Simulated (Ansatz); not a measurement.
# TaH₂O+ (singlet): relaxing a cheap start

Where does this start of TaH₂O+ (singlet) end when it is relaxed?

Program: Ansatz 0.2.0, Gaussian basis. Level of theory: RKS PBE0/def2-TZVP. These are calculated values, not measurements.

### Step 1. The starting structure

4 atoms, charge 1, spin multiplicity 1.

Atoms are counted from 1 here; the program's logs count them from 0.

Bond lengths: Ta1–O2 2.678 Å, O2–H3 0.970 Å, O2–H4 0.969 Å. Angles: Ta1–O2–H3 126.4°, Ta1–O2–H4 128.5°, H3–O2–H4 105.0°.

Coordinates:

```xyz
4
charge 1, multiplicity 1
Ta   -2.3038    0.0116   -0.0038
O     0.3746   -0.0084    0.0015
H     0.9563    0.7678   -0.0007
H     0.9729   -0.7710    0.0030
```

The start was built by rule and, where that kept it together, relaxed with GFN2-xTB. Sticks and bond lists go by distance. No spin-orbit coupling is included. Elements past krypton take def2 core potentials.

### Step 2. The run

in.yaml reads:

```yaml
crystal:
  periodic: [false, false, false]
  atoms:
    - {symbol: Ta, position_ang: [-2.303758, 0.011564, -0.003815]}
    - {symbol: O, position_ang: [0.374558, -0.008363, 0.001510]}
    - {symbol: H, position_ang: [0.956267, 0.767760, -0.000741]}
    - {symbol: H, position_ang: [0.972933, -0.770961, 0.003046]}
basis:
  gaussian: {orbitals: def2-TZVP}
total_charge: 1
hamiltonian: {xc: pbe0}
relax: {f_tol: 0.004, max_steps: 80}
```

Command:

```bash
> ansatz run in.yaml --threads 1 --pin off --events-out ev --progress --plain --max-ram 2176MiB
```

What does the calculation give? Wanted: energy gained; shift from the start; total energy.

The runs gave:

```
                  quantity          value
                     steps              8
             energy gained       0.905 eV
shift from the start (rms)        0.274 Å
              total energy  -3617.4832 eV
```

In words: The bonds of the start are those of the end. Ta1–O2 went from 2.678 to 2.064 Å. No vibrations were run, so this is a stationary point, not a proven minimum, and this spin need not be the ground state's.
